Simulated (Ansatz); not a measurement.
What does this script print? It uses the Python package of Ansatz (0.2.0).

`relaxed_scan.py`:
```python
'''One bond of BrFGeH2 held at set lengths while the rest relaxes.'''

import warnings

import ansatz as az
import numpy as np

SETTINGS = {
    'basis_set': 'def2-SVP',
    'functional': 'hf',
}


def main() -> None:
    warnings.simplefilter('ignore', az.DeckWarning)

    geometry_ang = [
        ('F', (-1.4361, -0.7055, 0.7386)),
        ('Ge', (-0.1077, 0.0893, -0.0558)),
        ('Br', (1.7901, -1.1145, 0.4275)),
        ('H', (0.1254, 1.5571, 0.4553)),
        ('H', (-0.3218, 0.0999, -1.607)),
    ]
    brfgeh2 = az.Crystal.molecule()
    for symbol, xyz in geometry_ang:
        brfgeh2 = brfgeh2.atom(symbol, xyz)

    calculation = (
        brfgeh2.calculation()
        .basis(gaussian=SETTINGS['basis_set'])
        .functional(SETTINGS['functional'])
    )
    symbols = [site.symbol for site in brfgeh2.cartesian_sites]
    pairs = [(0, 1), (1, 2), (1, 3), (1, 4)]
    print('held (A)   E (eV)        ', '  '.join(f'{symbols[i]}{i}-{symbols[j]}{j}' for i, j in pairs))
    for length in [1.45, 1.57, 1.7, 1.89, 2.12]:
        rep = calculation.relax(constraints=[az.DistanceConstraint((1, 3), at=length)], force_tolerance=0.02, max_steps=60).run(threads=1, backend='cpu').report
        xyz = np.array(rep['positions_ang'])
        print(f'{length:6.2f} {rep["free_energy_ev"]:14.5f}  ', '  '.join(f'{np.linalg.norm(xyz[i] - xyz[j]):.3f}' for i, j in pairs))


if __name__ == '__main__':
    main()
```

```console
$ python relaxed_scan.py
held (A)   E (eV)         F0-Ge1  Ge1-Br2  Ge1-H3  Ge1-H4
  1.45  -129194.21787   1.719  2.300  1.450  1.518
  1.57  -129194.24316   1.718  2.296  1.570  1.518
  1.70  -129194.01114   1.716  2.293  1.700  1.518
  1.89  -129193.42059   1.713  2.288  1.890  1.517
  2.12  -129192.55770   1.710  2.282  2.120  1.516
```

Reading the output:
- Total energies depend on the basis set; only differences at equal settings carry meaning.
- The energies are electronic: no zero-point or thermal terms, and the basis set is short of its limit.
- The script silences the warnings on its input, which a real study should read.
- Finished in 58 s on 1 thread of Arm Neoverse V2, with other jobs on the host, peak memory 0.26 GiB.
